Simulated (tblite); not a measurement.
# C4H7FO2Si: the cost of one run

Computed with tblite 0.8.0 and PySCF 2.14.0, with density-fitted response routines of our own, on a single molecule in the gas phase. Atoms count from 0, in the outputs and in this text.

**1. The molecule as given**

15 atoms, charge 0, multiplicity 1; geometry from: force field or distance geometry start.

Bonds of the start (Å): O0–C1 1.22, C1–O2 1.35, C1–Si3 1.89, Si3–C4 1.85, C4–C5 1.34, C5–C6 1.50, C6–F7 1.36, O2–H8 0.98, Si3–H9 1.48, Si3–H10 1.50, C4–H11 1.08, C5–H12 1.08, C6–H13 1.10, C6–H14 1.09.

**2. Optimising the geometry with GFN2-xTB**

Job settings and geometry (Å):

```
{"job": {"kind": "relax", "xc": "GFN2-xTB", "basis": "xTB"}, "charge": 0, "multiplicity": 1}
O     -3.742900    -0.371600     0.558200
C     -2.730900     0.243500     0.277000
O     -2.639900     1.573000     0.497200
Si    -1.248200    -0.693300    -0.435600
C      0.379200     0.058700     0.015400
C      1.578800    -0.533700    -0.072600
C      2.880500     0.128100     0.290000
F      2.699900     1.407700     0.726600
H     -3.519400     1.818000     0.865100
H     -1.326100    -0.764300    -1.909700
H     -1.212100    -2.117600     0.039500
H      0.292700     1.084600     0.353800
H      1.665200    -1.560300    -0.404800
H      3.376900    -0.429700     1.094900
H      3.541800     0.164700    -0.571700
```

The run is started by

```
$ OMP_NUM_THREADS=1 python probes_run.py task.json out
```

The driver reads the jobs from task.json and runs them one after another.

Q: Estimate the wall time and peak memory of this first job on 1 thread of AMD EPYC 7R43, shared host.

About 1.8 s, with a peak of 0.18 GiB.
